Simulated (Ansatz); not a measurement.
# Cl3F2HSi2: basis-set convergence

How large a basis does Cl3F2HSi2 need? Two functionals and correlated methods are run in growing sets.

Program: Ansatz 0.2.0, Gaussian basis. Level of theory: one geometry, several basis sets. These are calculated values, not measurements.

The runs, in order: PBE0-D4/def2-SVP; ωB97M-V/def2-SVP; PBE0-D4/def2-QZVPP; ωB97M-V/def2-QZVPP; CCSD(T)/cc-pV(D+d)Z; CCSD(T)/cc-pV(T+d)Z; MP2/cc-pV(Q+d)Z; the functionals' def2-TZVPP values are taken from earlier runs.

## 1. The geometry

The geometry comes from an earlier relaxation with PBE0-D4 in a triple-zeta def2 set; it is a stationary point, not always the lowest conformer.

8 atoms, charge 0, spin multiplicity 1.

Atoms are counted from 1 here; the program's logs count them from 0.

Bond lengths: F1–Si2 1.586 Å, Si2–F3 1.586 Å, Si2–Si4 2.343 Å, Si2–H8 1.478 Å, Si4–Cl5 2.038 Å, Si4–Cl6 2.038 Å, Si4–Cl7 2.034 Å. Angles: F1–Si2–F3 108.0°, F1–Si2–Si4 108.6°, F1–Si2–H8 108.7°, F3–Si2–Si4 108.6°, F3–Si2–H8 108.7°, Si4–Si2–H8 114.1°, Si2–Si4–Cl5 109.1°, Si2–Si4–Cl6 109.0°, Si2–Si4–Cl7 111.1°, Cl5–Si4–Cl6 108.9°, Cl5–Si4–Cl7 109.3°, Cl6–Si4–Cl7 109.3°.

## 2. PBE0-D4 in def2-SVP

Input file in.yaml:

```yaml
crystal:
  periodic: [false, false, false]
  atoms:
    - {symbol: F, position_ang: [1.043506, -0.878419, 1.840600]}
    - {symbol: Si, position_ang: [0.229325, -1.104770, 0.497907]}
    - {symbol: F, position_ang: [1.146218, -1.933377, -0.496908]}
    - {symbol: Si, position_ang: [-0.222162, 0.983322, -0.464244]}
    - {symbol: Cl, position_ang: [-1.238743, 0.706373, -2.209001]}
    - {symbol: Cl, position_ang: [-1.384221, 2.066703, 0.812609]}
    - {symbol: Cl, position_ang: [1.495948, 2.003929, -0.840974]}
    - {symbol: H, position_ang: [-0.977670, -1.900861, 0.804210]}
basis:
  gaussian: {orbitals: def2-SVP}
hamiltonian: {xc: pbe0, dispersion: d4}
output: {orbitals: {seedname: orbitals}}
```

Started as:

```console
$ ansatz run in.yaml --threads 2 --pin off --events-out ev --progress --plain --max-ram 32768MiB --backend cpu
```

The runs that follow: ωB97M-V in def2-SVP; PBE0-D4 in def2-QZVPP; ωB97M-V in def2-QZVPP; CCSD(T) in cc-pV(D+d)Z; CCSD(T) in cc-pV(T+d)Z; MP2 in cc-pV(Q+d)Z.

Before running them: what should the planned runs give, taken together? Wanted: MP2 correlation recovered, cc-pV(D+d)Z; MP2 correlation recovered, cc-pV(T+d)Z; MP2 correlation recovered, cc-pV(Q+d)Z; CCSD(T) limit from def2 sets; PBE0-D4: double and triple zeta above quadruple; ωB97M-V: double and triple zeta above quadruple.

The runs gave:

| quantity | value |
| --- | --- |
| MP2 correlation recovered, cc-pV(D+d)Z | 63.9 % |
| MP2 correlation recovered, cc-pV(T+d)Z | 85.6 % |
| MP2 correlation recovered, cc-pV(Q+d)Z | 94.0 % |
| CCSD(T) limit from def2 sets (earlier runs) less the limit of this series | -240 meV |
| PBE0-D4: double and triple zeta above quadruple | 27.83, 1.94 eV |
| ωB97M-V: double and triple zeta above quadruple | 27.66, 1.83 eV |

What this shows: PBE0-D4 gains 25.89 eV from double to triple zeta, then 1.94 eV more. In cc-pV(D+d)Z MP2 holds 64 % of its limit, in cc-pV(Q+d)Z 94 %, while Hartree-Fock is within 0.307 eV in the largest set. A limit from the def2 sets, made apart, differs by 240 meV, a least measure of the doubt on such a limit. These are total energies; as a rule much of such shifts cancels in differences, which this series doesn't test. The LUMO of ωB97M-V is positive and keeps falling with the basis (1.19 to 0.61 eV): an unbound level that the basis holds in place.
